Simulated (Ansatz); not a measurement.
# CAgClO: the cost of one run

Program: Ansatz 0.2.0. Level of theory: the levels named in each step. These are calculated values, not measurements.

## 1. The starting structure

Bond lengths: O1–C2 1.133 Å, C2–Ag3 1.941 Å, Ag3–Cl4 2.157 Å. Angles: O1–C2–Ag3 180.0°, C2–Ag3–Cl4 180.0°.

As a file:

```xyz
4

O     0.0000    0.0000   -2.3592
C     0.0000    0.0000   -1.2264
Ag    0.0000    0.0000    0.7144
Cl    0.0000    0.0000    2.8713
```

## 2. A rough first relaxation, PBE-D4/def2-SVP

This run stands in another session on the same molecule. It ended at:

```xyz
4

O     0.0000    0.0000   -2.4102
C     0.0000    0.0000   -1.2653
Ag    0.0000    0.0000    0.7041
Cl    0.0000    0.0000    2.9714
```

## 3. Relaxation, HF/def2-SVP

Contents of input.yaml:

```yaml
crystal:
  periodic: [false, false, false]
  atoms:
    - { symbol: O, position_ang: [0.0, 0.0, -2.41021887] }
    - { symbol: C, position_ang: [0.0, 0.0, -1.26530256] }
    - { symbol: Ag, position_ang: [0.0, 0.0, 0.70414975] }
    - { symbol: Cl, position_ang: [0.0, 0.0, 2.97137169] }
basis:
  gaussian: { orbitals: def2-SVP }
hamiltonian:
  xc: hf
relax:
  f_tol: 0.002
  max_steps: 150
```

On the command line:

```sh
$ ansatz run input.yaml --threads 2 --pin off --max-ram 5120MiB --backend cpu --events-out ev --progress --plain --runs-dir out
```

Q: Estimate wall time and peak memory on 2 threads of Intel Xeon at 2.50GHz (Skylake/Cascade Lake), shared host.

About 20 s, with a peak of 0.18 GiB.
